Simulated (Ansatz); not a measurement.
Task: a single point from an input written key by key of C3H6Te, SMILES C=CC[TeH], with Ansatz 0.2.0, Python API. Give the script and its output. Use: Hartree-Fock, def2-SVP basis, multiplicity 1.

```xyz
10

C    -0.9026    0.7399   -0.9442
C    -0.2224   -0.2955   -0.6626
C    -0.0161   -0.7159    0.7430
Te    1.3467    0.7084    1.7711
H    -1.3881    1.3859   -0.1885
H    -1.1159    1.0789   -1.9931
H     0.2219   -0.8881   -1.4646
H     0.5641   -1.6869    0.7602
H    -0.9471   -0.7958    1.3356
H     2.5424    0.4181    0.6459
```

`deck.py`
```python
"""Run C3H6Te from an input written out key by key."""

import logging
import sys

import ansatz as az
import numpy as np

logging.basicConfig(stream=sys.stdout, format="%(levelname)s:%(name)s:%(message)s")
logger = logging.getLogger("c3h6te")
logger.setLevel(logging.INFO)


def main() -> None:
    deck = {
        "crystal": {
            "periodic": [False, False, False],
            "atoms": [
                {"symbol": "C", "position_ang": [-0.9026, 0.7399, -0.9442]},
                {"symbol": "C", "position_ang": [-0.2224, -0.2955, -0.6626]},
                {"symbol": "C", "position_ang": [-0.0161, -0.7159, 0.743]},
                {"symbol": "Te", "position_ang": [1.3467, 0.7084, 1.7711]},
                {"symbol": "H", "position_ang": [-1.3881, 1.3859, -0.1885]},
                {"symbol": "H", "position_ang": [-1.1159, 1.0789, -1.9931]},
                {"symbol": "H", "position_ang": [0.2219, -0.8881, -1.4646]},
                {"symbol": "H", "position_ang": [0.5641, -1.6869, 0.7602]},
                {"symbol": "H", "position_ang": [-0.9471, -0.7958, 1.3356]},
                {"symbol": "H", "position_ang": [2.5424, 0.4181, 0.6459]},
            ],
        },
        "basis": {"gaussian": {"orbitals": "def2-SVP"}},
        "hamiltonian": {"xc": "hf"},
        "output": {"forces": True},
    }
    session = az.Session.from_dict(deck)
    report = session.plan(threads=1).execute().report

    logger.info(f"E = {report['free_energy_ev']:.6f} eV = {report['free_energy_ev'] / 27.211386246:.7f} Ha")
    print("converged:", report["converged"], " doubts:", report["published_state_doubts"] or "none")
    symbols = ["C", "C", "C", "Te", "H", "H", "H", "H", "H", "H"]

    forces = np.array(report["forces_ev_ang"])
    print("largest force", round(float(np.linalg.norm(forces, axis=1).max()), 4), "eV/A, rms", round(float(np.sqrt((forces ** 2).mean())), 4))
    charges = report["charge_distribution"]
    dipole = np.array(charges["dipole_moment_e_ang"]) * 4.803205
    logger.info("dipole (D): {:.3f} {:.3f} {:.3f}, length {:.3f}".format(*dipole, np.linalg.norm(dipole)))
    logger.info("atom  Mulliken   Lowdin")
    for symbol, m, l in zip(symbols, charges["mulliken_charges_e"], charges["lowdin_charges_e"]):
        logger.info(f"{symbol:4s} {m:9.3f} {l:8.3f}")


if __name__ == "__main__":
    main()
```

`python deck.py` gives:
```text
INFO:c3h6te:E = -10447.790743 eV = -383.9492280 Ha
converged: True  doubts: none
largest force 5.9128 eV/A, rms 1.3526
INFO:c3h6te:dipole (D): -0.625 -0.705 -0.753, length 1.206
INFO:c3h6te:atom  Mulliken   Lowdin
INFO:c3h6te:C       -0.070   -0.000
INFO:c3h6te:C       -0.109   -0.099
INFO:c3h6te:C       -0.257   -0.105
INFO:c3h6te:Te       0.079    0.200
INFO:c3h6te:H        0.055    0.009
INFO:c3h6te:H        0.062    0.015
INFO:c3h6te:H        0.056    0.021
INFO:c3h6te:H        0.102    0.011
INFO:c3h6te:H        0.103    0.014
INFO:c3h6te:H       -0.022   -0.066
```

Reading the output:
- Total energies depend on the basis set; only differences at equal settings carry meaning.
- The geometry is a force-field or estimated start, not a minimum of this method, and the basis set is short of its limit.
- def2 sets replace the cores of elements past krypton by effective core potentials.
- The Löwdin charges here are taken after orthogonalising the functions within each atom; they differ from plain Löwdin charges, and their signs can be unphysical.
- Timing: 3.7 s on 1 thread of Intel(R) Xeon(R) Platinum 8488C (Sapphire Rapids), on a shared host, peak memory 0.24 GiB.

(Lines on the test bed's own set-up are left out of the output.)
